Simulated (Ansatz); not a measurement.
**HSE06/def2-TZVPPD run of GeH2 (SMILES [GeH2])**

What is the electronic atomisation energy of GeH2 at HSE06/def2-TZVPPD? 

The calculation is run with Ansatz 0.2.0.

34 further runs of the same task are left out: 34 set aside as unsound or not needed.

**1. Starting point**

GeH2: 3 atoms, total charge 0, spin state singlet. As SMILES, `[GeH2]`. Geometry: relaxed at PBE0-D4/def2-TZVP.

Bond lengths: Ge1–H2 1.595 Å, Ge1–H3 1.594 Å. Angles: H2–Ge1–H3 90.6°.

**2. The energy at HSE06/def2-TZVPPD**

job.yaml reads:

```yaml
basis:
  gaussian: {orbitals: def2-TZVPPD.json}
crystal:
  periodic: [false, false, false]
  atoms:
    - {symbol: Ge, position_ang: [-0.570100, 0.405100, -0.263700]}
    - {symbol: H, position_ang: [0.783000, 0.743600, 0.509000]}
    - {symbol: H, position_ang: [-0.212900, -1.148700, -0.245300]}
accuracy: high
output: {orbitals: {seedname: orbitals}}
magnetization: {spin_polarized: false, initial_magnetization: 0}
hamiltonian: {xc: {name: HSE06}}
```

The basis set def2-TZVPPD is read from a file made from the Basis Set Exchange's data (not shown).

Started as:

```bash
$ ansatz run job.yaml --threads 1 --pin off --max-ram 3480MiB --events-out events.jsonl --progress --plain --runs-dir runs
```

The log of the run:

```text
Warning: RAYON_NUM_THREADS=1 ignored (pool sized by the plan → 1); use --threads N
Functional definition: HSE06
  name "HSE06"
  parameter a = 0.25
  parameter omega = 0.11/bohr
  exchange = pbe_x - a*pbe_x_sr(omega) + a*exact_x_sr(omega)
  correlation = pbe_c
1286 factors; integrals over basis functions are off by at most 4.5e-9 eV
87 factors; integrals over basis functions are off by at most 1.5e-9 eV
mean field evaluation 1: about -56541.4143 eV, gradient 1.5e1 eV
mean field evaluation 2: about -56541.6124 eV, gradient 1.4e1 eV
mean field evaluation 4: about -56541.8784 eV, gradient 4.6e-1 eV
mean field evaluation 8: about -56541.9016 eV, gradient 2.6e-2 eV
mean field evaluation 16: about -56541.9016 eV, gradient 5.2e-7 eV
mean field -56541.90161429 eV, -2077.8765588479 hartree, gradient 2.2e-8 eV, S^2 0.000000; 0 other end points of the search recorded, 0 dependent functions left out
reference -56541.90161691 eV, -2077.8765589442 hartree; 17, 17 occupied and 71, 71 virtual orbitals, 1286 factors
Total energy: -56541.90161691 eV, -2077.8765589442 hartree
```

Run time: 3.3 s. Hardware: 1 thread of Arm Neoverse V2, shared host; peak memory 0.19 GiB.

**3. The Ge atom**

in.yaml reads:

```yaml
crystal:
  periodic: [false, false, false]
  atoms:
    - {symbol: Ge, position_ang: [0.000000, 0.000000, 0.000000]}
basis:
  gaussian:
    orbitals: def2-TZVPPD.json
magnetization:
  spin_polarized: true
  initial_magnetization: 2
hamiltonian:
  xc: {name: HSE06}
accuracy: high
```

The basis set def2-TZVPPD is read from a file made from the Basis Set Exchange's data (not shown).

Started as:

```bash
$ ansatz run in.yaml --threads 1 --pin off --max-ram 3480MiB --events-out events.jsonl --progress --plain --runs-dir runs
```

The log of the run:

```text
Warning: RAYON_NUM_THREADS=1 ignored (pool sized by the plan → 1); use --threads N
Functional definition: HSE06
  name "HSE06"
  parameter a = 0.25
  parameter omega = 0.11/bohr
  exchange = pbe_x - a*pbe_x_sr(omega) + a*exact_x_sr(omega)
  correlation = pbe_c
540 factors; integrals over basis functions are off by at most 4.4e-9 eV
71 factors; integrals over basis functions are off by at most 4.4e-10 eV
mean field evaluation 1: about -56508.6187 eV, gradient 5.9e0 eV
mean field evaluation 2: about -56508.6647 eV, gradient 5.2e0 eV
mean field evaluation 4: about -56508.6939 eV, gradient 1.3e-1 eV
mean field evaluation 8: about -56508.6954 eV, gradient 7.3e-4 eV
mean field evaluation 16: about -56508.6954 eV, gradient 1.2e-8 eV
mean field evaluation 32: about -56508.6954 eV, gradient 7.4e-9 eV
mean field -56508.69537111 eV, -2076.6562519190 hartree, gradient 7.4e-9 eV, S^2 2.003421; 1 other end points of the search recorded, 0 dependent functions left out
reference -56508.69537306 eV, -2076.6562519906 hartree; 17, 15 occupied and 37, 39 virtual orbitals, 540 factors
Total energy: -56508.69537306 eV, -2076.6562519906 hartree
```

Run time: 3.6 s. Hardware: 1 thread of Arm Neoverse V2, shared host; peak memory 0.13 GiB.

**4. The H atom**

job.yaml reads:

```yaml
basis:
  gaussian:
    orbitals: def2-TZVPPD.json
crystal:
  periodic: [false, false, false]
  atoms:
    - {symbol: H, position_ang: [0.000000, 0.000000, 0.000000]}
magnetization:
  spin_polarized: true
  initial_magnetization: 1
hamiltonian:
  xc: hse06
accuracy: high
```

The basis set def2-TZVPPD is read from a file made from the Basis Set Exchange's data (not shown).

Run the same way, it converges to -0.50075 Eh (log not shown).

**5. Summary of results**

Level: HSE06/def2-TZVPPD.

```
                     quantity           value
       molecule: total energy  -2077.87656 Eh
        molecule: HOMO energy        -6.51 eV
        molecule: LUMO energy        -3.42 eV
      molecule: HOMO–LUMO gap         3.09 eV
        Ge atom: total energy  -2076.65625 Eh
                Ge atom: ⟨S²⟩           2.003
         H atom: total energy     -0.50075 Eh
                 H atom: ⟨S²⟩           0.750
electronic atomisation energy        5.954 eV
```

Taking the molecule apart into free atoms costs 5.95 eV (137 kcal/mol), before zero-point energy and without spin-orbit coupling.
